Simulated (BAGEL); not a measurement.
# One shape, several levels: doublet B2NH2OF+

Wanted: a comparison of 4 runs (UHF/STO-3G, ROHF/6-31G*, ROHF/def2-SVP, UHF/def2-SVP) of doublet B2NH2OF+. 

Program for the calculation: BAGEL 1.2.2.

1 further run of the same task is left out (set aside as unsound or not needed). Runs told in other sessions of the task aren't counted.

### Step 1. The structure to begin with

The species is B2NH2OF+ (7 atoms), meant as a doublet with charge +1. As SMILES of the parent species, `OB1NB1F`. Geometry: relaxed at PBE0-D4/def2-TZVP. This is one conformer, not always the lowest. That shape belongs to the parent species and isn't relaxed for this state.

Bond lengths: O1–B2 1.347 Å, B2–N3 1.423 Å, B2–B4 1.598 Å, N3–B4 1.403 Å, B4–F5 1.317 Å, O1–H6 0.959 Å, N3–H7 1.012 Å. Angles: O1–B2–N3 134.0°, O1–B2–B4 171.0°, N3–B2–B4 55.0°, B2–N3–B4 68.8°, B2–B4–N3 56.2°, B2–B4–F5 168.4°, N3–B4–F5 135.4°, B2–O1–H6 112.9°, B2–N3–H7 144.6°, B4–N3–H7 146.6°.

### Step 2. The energy at UHF/STO-3G (density fitting with qzvpp-jkfit) (run 1)

File input.json:

```json
{ "bagel" : [

{
  "title" : "molecule",
  "basis" : "sto-3g",
  "df_basis" : "qzvpp-jkfit",
  "angstrom" : true,
  "geometry" : [
    { "atom" : "O", "xyz" : [   -1.276700,    0.176400,    1.308100 ] },
    { "atom" : "B", "xyz" : [   -0.379000,    0.150200,    0.304200 ] },
    { "atom" : "N", "xyz" : [    0.632200,   -0.768200,   -0.094800 ] },
    { "atom" : "B", "xyz" : [    0.587000,    0.339700,   -0.954100 ] },
    { "atom" : "F", "xyz" : [    1.250000,    0.724100,   -2.025300 ] },
    { "atom" : "H", "xyz" : [   -1.829400,    0.960200,    1.293400 ] },
    { "atom" : "H", "xyz" : [    1.077200,   -1.650400,    0.122900 ] }
  ]
},
{
  "title" : "uhf",
  "charge" : 1,
  "nopen" : 1
},
{
  "title" : "print",
  "file" : "orbitals.molden",
  "orbitals" : true
}

]}
```

Run with:

```
$ BAGEL_NUM_THREADS=1 BAGEL input.json > input.out
```

What it wrote:

```text
* using 1 threads per process

  ===============================================================
  ===============================================================

  *** Geometry ***

  { "atom" : "O", "xyz" : [     -2.412613,      0.333348,      2.471951 ] },
  { "atom" : "B", "xyz" : [     -0.716206,      0.283837,      0.574855 ] },
  { "atom" : "N", "xyz" : [      1.194685,     -1.451688,     -0.179146 ] },
  { "atom" : "B", "xyz" : [      1.109269,      0.641940,     -1.802988 ] },
  { "atom" : "F", "xyz" : [      2.362158,      1.368351,     -3.827262 ] },
  { "atom" : "H", "xyz" : [     -3.457065,      1.814515,      2.444172 ] },
  { "atom" : "H", "xyz" : [      2.035613,     -3.118804,      0.232247 ] },

  Number of auxiliary basis functions:      417

  Since a DF basis is specified, we compute 2- and 3-index integrals:
    o Being stored without compression. Storage requirement is 0.002 GB

  Number of basis functions:       27
  Number of electrons      :       36

    * METHOD: MOLECULE                             0.10

  *** Open-shell HF ***

  === Nuclear Repulsion ===
   135.2277846472

      * DIIS with orbital gradients will be used.

  === UHF iteration (sto-3g) ===
      0       -275.23934015          0.04758928           0.02
      1       -275.34776003          0.02362680           0.02
      2       -275.36938557          0.01126588           0.02
      3       -275.37512136          0.00145491           0.02
      4       -275.37546157          0.00053277           0.02
      5       -275.37551228          0.00023406           0.02
      6       -275.37553944          0.00006161           0.02
      7       -275.37554630          0.00003620           0.02
      8       -275.37555024          0.00001698           0.02
      9       -275.37555419          0.00001042           0.02
     10       -275.37555639          0.00000701           0.02
     11       -275.37555732          0.00000522           0.02
     12       -275.37555776          0.00000383           0.02
     13       -275.37555797          0.00000137           0.02
     14       -275.37555796          0.00000080           0.02
     15       -275.37555797          0.00000044           0.02
     16       -275.37555797          0.00000027           0.02
     17       -275.37555797          0.00000015           0.02
     18       -275.37555797          0.00000008           0.02
     19       -275.37555797          0.00000003           0.02
     20       -275.37555797          0.00000001           0.02
     21       -275.37555797          0.00000001           0.02
    * SCF iteration converged.

    * S^2 (UHF) is 0.7582

    * Permanent dipole moment:
           (    0.434771,    -0.271591,    -0.270610) a.u.

    * METHOD: UHF                                  0.48

    * METHOD: PRINT                                0.00

  ===============================================================
```

Wall time 0.7 s (1 thread of Arm Neoverse V2, shared host).

### Step 3. The energy at ROHF/6-31G(d) (density fitting with qzvpp-jkfit, spherical functions) (run 2)

File calc.json:

```json
{ "bagel" : [

{
  "title" : "molecule",
  "basis" : "6-31gs.json",
  "df_basis" : "qzvpp-jkfit",
  "angstrom" : true,
  "geometry" : [
    { "atom" : "O", "xyz" : [   -1.276700,    0.176400,    1.308100 ] },
    { "atom" : "B", "xyz" : [   -0.379000,    0.150200,    0.304200 ] },
    { "atom" : "N", "xyz" : [    0.632200,   -0.768200,   -0.094800 ] },
    { "atom" : "B", "xyz" : [    0.587000,    0.339700,   -0.954100 ] },
    { "atom" : "F", "xyz" : [    1.250000,    0.724100,   -2.025300 ] },
    { "atom" : "H", "xyz" : [   -1.829400,    0.960200,    1.293400 ] },
    { "atom" : "H", "xyz" : [    1.077200,   -1.650400,    0.122900 ] }
  ]
},
{
  "title" : "rohf",
  "charge" : 1,
  "nopen" : 1
},
{
  "title" : "print",
  "file" : "orbitals.molden",
  "orbitals" : true
}

]}
```

The basis set 6-31G* is read from a file made from the Basis Set Exchange's data (not shown).

Run with:

```
$ BAGEL_NUM_THREADS=1 BAGEL calc.json > calc.out
```

What it wrote:

```text
* using 1 threads per process

  ===============================================================
  ===============================================================

  *** Geometry ***

  { "atom" : "O", "xyz" : [     -2.412613,      0.333348,      2.471951 ] },
  { "atom" : "B", "xyz" : [     -0.716206,      0.283837,      0.574855 ] },
  { "atom" : "N", "xyz" : [      1.194685,     -1.451688,     -0.179146 ] },
  { "atom" : "B", "xyz" : [      1.109269,      0.641940,     -1.802988 ] },
  { "atom" : "F", "xyz" : [      2.362158,      1.368351,     -3.827262 ] },
  { "atom" : "H", "xyz" : [     -3.457065,      1.814515,      2.444172 ] },
  { "atom" : "H", "xyz" : [      2.035613,     -3.118804,      0.232247 ] },

  Number of auxiliary basis functions:      417

  Since a DF basis is specified, we compute 2- and 3-index integrals:
    o Being stored without compression. Storage requirement is 0.018 GB

  Number of basis functions:       74
  Number of electrons      :       36

    * METHOD: MOLECULE                             0.14

  *** Open-shell HF ***

  === Nuclear Repulsion ===
   135.2277846472

      * DIIS with orbital gradients will be used.

  === ROHF iteration (6-31gs.json) ===
      0       -278.77831657          0.05284130           0.06
      1       -278.94394389          0.03706889           0.07
      2       -279.00460659          0.02493682           0.07
      3       -279.05399397          0.00205108           0.06
      4       -279.05501133          0.00082368           0.07
      5       -279.05523984          0.00036579           0.06
      6       -279.05529113          0.00009112           0.06
      7       -279.05530914          0.00002245           0.07
      8       -279.05531319          0.00000693           0.06
      9       -279.05531336          0.00000273           0.06
     10       -279.05531334          0.00000146           0.06
     11       -279.05531333          0.00000050           0.07
     12       -279.05531331          0.00000023           0.07
     13       -279.05531330          0.00000012           0.07
     14       -279.05531330          0.00000005           0.07
     15       -279.05531330          0.00000002           0.07
     16       -279.05531330          0.00000001           0.07
    * SCF iteration converged.

    * S^2 (ROHF) is 0.7500

    * Permanent dipole moment:
           (    0.485107,    -0.188206,    -0.396199) a.u.

    * METHOD: ROHF                                 1.23

    * METHOD: PRINT                                0.01

  ===============================================================
```

Wall time 1.5 s (1 thread of Arm Neoverse V2, shared host).

Run 3 isn't shown in full; the table further down has it.

### Step 4. A single-point energy at UHF/def2-SVP (density fitting with qzvpp-jkfit) (run 4)

File hf.json:

```json
{ "bagel": [

{
  "title": "molecule",
  "basis": "svp",
  "df_basis": "qzvpp-jkfit",
  "angstrom": true,
  "geometry": [
    { "atom": "O", "xyz": [      -1.276700,       0.176400,       1.308100 ] },
    { "atom": "B", "xyz": [      -0.379000,       0.150200,       0.304200 ] },
    { "atom": "N", "xyz": [       0.632200,      -0.768200,      -0.094800 ] },
    { "atom": "B", "xyz": [       0.587000,       0.339700,      -0.954100 ] },
    { "atom": "F", "xyz": [       1.250000,       0.724100,      -2.025300 ] },
    { "atom": "H", "xyz": [      -1.829400,       0.960200,       1.293400 ] },
    { "atom": "H", "xyz": [       1.077200,      -1.650400,       0.122900 ] }
  ]
},

{
  "title": "uhf",
  "charge": 1,
  "nopen": 1
},

{
  "title": "print",
  "file": "orbitals.molden",
  "orbitals": true
}

]}
```

Run with:

```
$ BAGEL_NUM_THREADS=1 BAGEL hf.json > hf.out
```

What it wrote:

```text
* using 1 threads per process

  ===============================================================
  ===============================================================

  *** Geometry ***

  { "atom" : "O", "xyz" : [     -2.412613,      0.333348,      2.471951 ] },
  { "atom" : "B", "xyz" : [     -0.716206,      0.283837,      0.574855 ] },
  { "atom" : "N", "xyz" : [      1.194685,     -1.451688,     -0.179146 ] },
  { "atom" : "B", "xyz" : [      1.109269,      0.641940,     -1.802988 ] },
  { "atom" : "F", "xyz" : [      2.362158,      1.368351,     -3.827262 ] },
  { "atom" : "H", "xyz" : [     -3.457065,      1.814515,      2.444172 ] },
  { "atom" : "H", "xyz" : [      2.035613,     -3.118804,      0.232247 ] },

  Number of auxiliary basis functions:      417

  Since a DF basis is specified, we compute 2- and 3-index integrals:
    o Being stored without compression. Storage requirement is 0.021 GB

  Number of basis functions:       80
  Number of electrons      :       36

    * METHOD: MOLECULE                             0.14

  *** Open-shell HF ***

  === Nuclear Repulsion ===
   135.2277846472

      * DIIS with orbital gradients will be used.

  === UHF iteration (svp) ===
      0       -278.58387784          0.04545023           0.07
      1       -278.74821242          0.03236394           0.07
      2       -278.80483825          0.02160989           0.07
      3       -278.84879653          0.00169014           0.07
      4       -278.84988996          0.00074989           0.07
      5       -278.85007478          0.00034135           0.07
      6       -278.85016576          0.00010794           0.07
      7       -278.85019482          0.00003093           0.07
      8       -278.85020607          0.00001797           0.07
      9       -278.85021300          0.00001123           0.07
     10       -278.85021829          0.00000678           0.07
     11       -278.85022076          0.00000394           0.07
     12       -278.85022154          0.00000300           0.07
     13       -278.85022181          0.00000221           0.07
     14       -278.85022195          0.00000103           0.07
     15       -278.85022195          0.00000062           0.07
     16       -278.85022195          0.00000031           0.07
     17       -278.85022195          0.00000020           0.07
     18       -278.85022195          0.00000012           0.07
     19       -278.85022195          0.00000007           0.07
     20       -278.85022195          0.00000006           0.07
     21       -278.85022195          0.00000004           0.07
     22       -278.85022195          0.00000003           0.07
     23       -278.85022195          0.00000002           0.07
     24       -278.85022195          0.00000001           0.07
    * SCF iteration converged.

    * S^2 (UHF) is 0.7593

    * Permanent dipole moment:
           (    0.505652,    -0.163236,    -0.440120) a.u.

    * METHOD: UHF                                  1.90

    * METHOD: PRINT                                0.01

  ===============================================================
```

Run time: 2.2 s. Hardware: 1 thread of Arm Neoverse V2, shared host; peak memory 0.097 GiB.

### Step 5. All runs side by side

```tsv
run	level	energy (Eh)	⟨S²⟩	wall time
1	UHF/STO-3G (density fitting with qzvpp-jkfit)	-275.375558	0.758	0.7 s
2	ROHF/6-31G* (density fitting with qzvpp-jkfit, spherical functions)	-279.055313	0.750	1.5 s
3	ROHF/def2-SVP (density fitting with qzvpp-jkfit)	-278.847968	0.750	1.6 s
4	UHF/def2-SVP (density fitting with qzvpp-jkfit)	-278.850222	0.759	2.2 s
```

### Step 6. Outcome

| quantity | value |
| --- | --- |
| run 4: total energy | -278.85022 Eh |
| run 4: ⟨S²⟩ | 0.759 |

In words: In run 1 the basis is minimal, so the values are rough. All runs together took 6 s, the longest 2.2 s.
